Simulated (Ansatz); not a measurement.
**LuSi2: how the settings move a single-point run**

How sensitive is a single-point run of LuSi2 to its settings? A reference run comes first, then one run with altered input.

Computed with Ansatz 0.2.0 (reference: DFT, PBEsol, PAW with other files of Ansatz's library (level accurate), scalar-relativistic, unless a step's input says otherwise).

## 1. The system as given

Symmetry: Cmmm, No. 65, orthorhombic system. Conventional cell: a = 4.089 Å, b = 7.083 Å, c = 3.796 Å, α = 90.00°, β = 90.00°, γ = 90.00°. Lu (site symmetry mmm) is surrounded by 12 Si at 2.91 to 3.31 Å. Si (site symmetry m2m) has 1 Si at 1.65 Å as nearest neighbours.

Structure file:

```
CELL_PARAMETERS angstrom
4.08934 0.00000 0.00000
-2.04467 3.54147 0.00000
0.00000 0.00000 3.79622
ATOMIC_POSITIONS crystal
Lu 0.00000 0.00000 0.00000
Si 0.23333 0.61667 0.50000
Si 0.76667 0.38333 0.50000
```

## 2. Reference

input.yaml reads:

```yaml
crystal:
  lattice:
    - [4.0893360604, 0.0, 0.0]
    - [-2.0446680302, 3.5414689129, 0.0]
    - [0.0, 0.0, 3.796218]
  atoms:
    - { symbol: Lu, position: [0.0, 0.0, 0.0] }
    - { symbol: Si, position: [0.2333333333, 0.6166666667, 0.5] }
    - { symbol: Si, position: [0.7666666667, 0.3833333333, 0.5] }
kpoints:
  mp_grid: { grid: [9, 9, 8] }
scf:
  occupations: { method: fermi_dirac, width: 0.05 }
hamiltonian:
  xc: pbesol
  pseudopotentials: { kind: paw, level: accurate }
output:
  forces: true
  stress: true
  eigenvalues: true
  write_density: true
  write_potential: true
  elf: true
  volumetric_format: npy
```

The run is started by

```bash
$ ansatz run input.yaml --threads 1 --pin off --max-ram 3072MiB --backend cpu --events-out ev --progress --plain --runs-dir out
```

## 3. The same system, input altered

Changes to input.yaml since step 2:

```diff
@@ -13,2 +13,4 @@
   occupations: { method: fermi_dirac, width: 0.05 }
+  initial_density: { chi_scale: 0.0 }
+  convergence: { dr2_threshold: 0.0001 }
 hamiltonian:
@@ -20,5 +22,3 @@
   eigenvalues: true
-  write_density: true
-  write_potential: true
-  elf: true
-  volumetric_format: npy
+basis:
+  xc_grid: 3
```

(Steps that only read results are left out.)

Before running it: what results should come out? Wanted: for each run, ending; energy change; pressure; gap; force.

The runs gave:

```csv
run,ending,energy change,pressure (GPa),gap (eV),force (eV/Å),cycles,time
reference,converged,0,30.5,0.00,24.83,9,37 s
"1: chi_scale 0.0, dr2_threshold 0.0001, xc_grid 3",converged,0.0 meV/atom,30.5,0.00,24.84,7,29 s
```

Times don't compare one to one where runs were asked for different outputs or read a saved state (see the inputs); cycles may leave out searches for a lower state.

Residual by cycle in the longest SCF loop of each run; runs are numbered as in the table. The quantity is the density residual dr2, in eV.

```csv
cycle,reference,run 1
1,2.92,4.86
2,0.928,1.35
3,0.0728,0.358
4,0.0122,0.0139
5,0.00209,0.00244
6,1.4e-4,1.2e-4
7,8.8e-6,1.6e-5
8,2.1e-7,-
9,1.5e-8,-
```

**Reading.** Changing the start, convergence setting and numerical grids leaves the energy as it was (0.0 meV/atom). The structure is not at rest: the sound run finds 31 GPa, so these are no properties of the relaxed crystal. 
